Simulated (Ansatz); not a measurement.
**AlGaH (quartet): wave-function methods side by side at a displaced geometry (v2), cc-pVDZ**

One table from this session's results is given with a row withheld; the runs are named, their logs left out.

The runs use Ansatz 0.2.0, Gaussian basis; cc-pVDZ, core rule «outside noble gas», up to 19 orbitals frozen.

Plan: UHF; CCSD(T) on ROHF; CCSD(T) on UHF; BCCD(T) on ROHF; CISD as a restricted active space (open shells left free, so some higher excitations enter); CCSDT(Q) on ROHF; CCSDT(Q) on UHF; CASSCF and MRCISD+Q, 7 electrons in 9 orbitals; CASSCF and NEVPT2, 7 electrons in 9 orbitals.

27 further runs of the same task are left out: 3 for a known fault of the program, 11 that didn't finish, 13 set aside as unsound or not needed. Runs told in other sessions of the task aren't counted.

### The system

The geometry is a PBE0/def2-TZVP stationary point (not a proven minimum) with its atoms shifted at random (size 0.100 Å). No spin-orbit coupling is included. The filled d shell of Ga may be among the frozen orbitals whatever the setting's name suggests.

3 atoms, charge 0, spin multiplicity 4.

Atoms are counted from 1 here; the program's logs count them from 0.

Bond lengths: Al1–Ga2 2.303 Å, Ga2–H3 1.569 Å. Angles: Al1–Ga2–H3 173.0°.

The first run:

Contents of in.yaml:

```yaml
crystal:
  periodic: [false, false, false]
  atoms:
    - {symbol: Al, position_ang: [0.084376, 0.005225, 2.053498]}
    - {symbol: Ga, position_ang: [-0.080498, 0.013599, -0.243309]}
    - {symbol: H, position_ang: [-0.003878, -0.018825, -1.810189]}
basis:
  gaussian: {orbitals: cc-pVDZ}
magnetization: {spin_polarized: true, initial_magnetization: 3}
hamiltonian: {xc: hf}
output: {orbitals: {seedname: orbitals}}
```

On the command line:

```bash
$ ansatz run in.yaml --threads 1 --pin off --events-out ev --progress --plain --max-ram 2393MiB
```

Steps of the session up to this table: UHF; CCSD(T) on ROHF; CCSD(T) on UHF; BCCD(T) on ROHF; CISD as a restricted active space (open shells left free, so some higher excitations enter); CCSDT(Q) on ROHF; CCSDT(Q) on UHF; CASSCF and MRCISD+Q, 7 electrons in 9 orbitals; CASSCF and NEVPT2, 7 electrons in 9 orbitals.

One table of the session follows, with a row left open; its other results are not shown here.

It belongs to the step «Misses and costs». 

```
          method  from UCCSDT(Q) (kcal/mol)
            ROHF                     +72.84
             UHF                     +71.65
            RMP2                     +19.61
            UMP2                     +19.72
           RCCSD                      +4.25
           UCCSD                      +4.09
        RCCSD(T)                      +1.23
        UCCSD(T)                      +1.11
         BCCD(T)                      +1.22
          RCCSDT                      +0.31
          UCCSDT                      +0.19
       RCCSDT(Q)                      +0.12
       UCCSDT(Q)                          0
  CASSCF valence                          ?
  NEVPT2 valence                     +11.64
  MRCISD valence                      +1.98
MRCISD+Q valence                      -0.05
```

Q: Estimate the row for CASSCF valence from the others.

**Answer.** from UCCSDT(Q) (kcal/mol): +40.01. In the column «from UCCSDT(Q) (kcal/mol)» it lies between UMP2 (+19.72) and UHF (+71.65).

Not comparable, so not listed: CISD as a restricted active space (open shells left free, so some higher excitations enter) (they don't share determinant, frozen orbitals or solution with the rows shown, or repeat one).

Caveats from the session: Restricted and unrestricted rows rest on different reference determinants; a gap between their highest levels can come from leftover correlation error, from unlike frozen cores or from another state.
